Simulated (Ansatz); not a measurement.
# C₅H₁₂ClGaO: basis-set convergence

The task here is to estimate one member of a computed series from the others.

Computed with Ansatz 0.2.0, Gaussian basis. Level: one geometry, several basis sets.

Plan: PBE0-D4/def2-SVP; ωB97M-V/def2-SVP; PBE0-D4/def2-QZVPP; ωB97M-V/def2-QZVPP; the functionals' def2-TZVPP values are taken from earlier runs.

1 further run of the same task is left out (it didn't finish).

## The geometry

An earlier PBE0-D4 in a triple-zeta def2 set relaxation fixed the geometry.

20 atoms, charge 0, spin multiplicity 1.

Atoms are counted from 1 here; the program's logs count them from 0.

Bond lengths: C1–C2 1.493 Å, C1–H9 1.090 Å, C1–H10 1.089 Å, C1–H11 1.095 Å, C2–C3 1.491 Å, C2–O4 1.220 Å, C3–H12 1.093 Å, C3–H13 1.088 Å, C3–H14 1.095 Å, O4–Ga5 2.141 Å, Ga5–C6 1.973 Å, Ga5–C7 1.974 Å, Ga5–Cl8 2.196 Å, C6–H15 1.093 Å, C6–H16 1.092 Å, C6–H17 1.092 Å, C7–H18 1.092 Å, C7–H19 1.093 Å and more. Angles: C2–C1–H9 111.6°, C2–C1–H10 111.1°, C2–C1–H11 107.7°, H9–C1–H10 110.7°, H9–C1–H11 107.6°, H10–C1–H11 108.0°, C1–C2–C3 118.0°, C1–C2–O4 122.3°, C3–C2–O4 119.7°, C2–C3–H12 110.3°, C2–C3–H13 110.7°, C2–C3–H14 108.7°, H12–C3–H13 110.8°, H12–C3–H14 106.6°, H13–C3–H14 109.6°, C2–O4–Ga5 130.9°, O4–Ga5–C6 99.9°, O4–Ga5–C7 100.1° and more.

As a file:

```
C     1.50638    0.83395   -0.14190
C     1.18062   -0.31723    0.75155
C     2.25280   -0.82909    1.65215
O     0.07477   -0.83213    0.77500
Ga   -1.71077   -0.37046   -0.31343
C    -2.02630    1.47167    0.32017
C    -1.17090   -0.94589   -2.12276
Cl   -2.98305   -1.84692    0.69933
H     2.56324    0.84716   -0.40911
H     0.88378    0.82503   -1.03501
H     1.29220    1.75484    0.41142
H     2.73998   -0.00003    2.17190
H     1.84803   -1.54588    2.36304
H     3.02270   -1.31183    1.04140
H    -1.39400    2.20709   -0.18342
H    -3.06748    1.74547    0.13445
H    -1.85885    1.53968    1.39736
H    -0.61278   -1.88325   -2.07372
H    -0.56611   -0.20386   -2.65033
H    -2.06607   -1.12891   -2.72179
```

The first run:

File in.yaml:

```yaml
crystal:
  periodic: [false, false, false]
  atoms:
    - {symbol: C, position_ang: [1.506384, 0.833949, -0.141899]}
    - {symbol: C, position_ang: [1.180623, -0.317234, 0.751551]}
    - {symbol: C, position_ang: [2.252796, -0.829089, 1.652154]}
    - {symbol: O, position_ang: [0.074769, -0.832128, 0.775003]}
    - {symbol: Ga, position_ang: [-1.710772, -0.370457, -0.313433]}
    - {symbol: C, position_ang: [-2.026296, 1.471672, 0.320174]}
    - {symbol: C, position_ang: [-1.170898, -0.945889, -2.122760]}
    - {symbol: Cl, position_ang: [-2.983048, -1.846924, 0.699333]}
    - {symbol: H, position_ang: [2.563237, 0.847156, -0.409112]}
    - {symbol: H, position_ang: [0.883779, 0.825027, -1.035009]}
    - {symbol: H, position_ang: [1.292199, 1.754841, 0.411417]}
    - {symbol: H, position_ang: [2.739984, -0.000025, 2.171898]}
    - {symbol: H, position_ang: [1.848032, -1.545885, 2.363036]}
    - {symbol: H, position_ang: [3.022695, -1.311833, 1.041401]}
    - {symbol: H, position_ang: [-1.394003, 2.207088, -0.183424]}
    - {symbol: H, position_ang: [-3.067478, 1.745470, 0.134452]}
    - {symbol: H, position_ang: [-1.858849, 1.539682, 1.397360]}
    - {symbol: H, position_ang: [-0.612777, -1.883245, -2.073722]}
    - {symbol: H, position_ang: [-0.566109, -0.203862, -2.650331]}
    - {symbol: H, position_ang: [-2.066069, -1.128915, -2.721790]}
basis:
  gaussian: {orbitals: def2-SVP}
hamiltonian: {xc: pbe0, dispersion: d4}
output: {orbitals: {seedname: orbitals}}
```

Steps of the session up to this table: PBE0-D4 in def2-SVP; ωB97M-V in def2-SVP; PBE0-D4 in def2-QZVPP; ωB97M-V in def2-QZVPP.

One of the session's tables, all rows but one given; the rest of the session is left out.

It belongs to the step «Density functionals: the series». 

| functional | basis | HOMO (eV) | LUMO (eV) |
| --- | --- | --- | --- |
| PBE0-D4 | def2-SVP | -6.82 | -1.75 |
| PBE0-D4 | def2-TZVPP | ? | ? |
| PBE0-D4 | def2-QZVPP | -7.01 | -1.85 |
| ωB97M-V | def2-SVP | -9.01 | 0.55 |
| ωB97M-V | def2-TZVPP | -9.18 | 0.44 |
| ωB97M-V | def2-QZVPP | -9.22 | 0.39 |

Estimate the missing values for PBE0-D4, def2-TZVPP.

As computed: HOMO (eV): -6.97; LUMO (eV): -1.82. In the column «HOMO (eV)» it lies between PBE0-D4, def2-QZVPP (-7.01) and PBE0-D4, def2-SVP (-6.82).
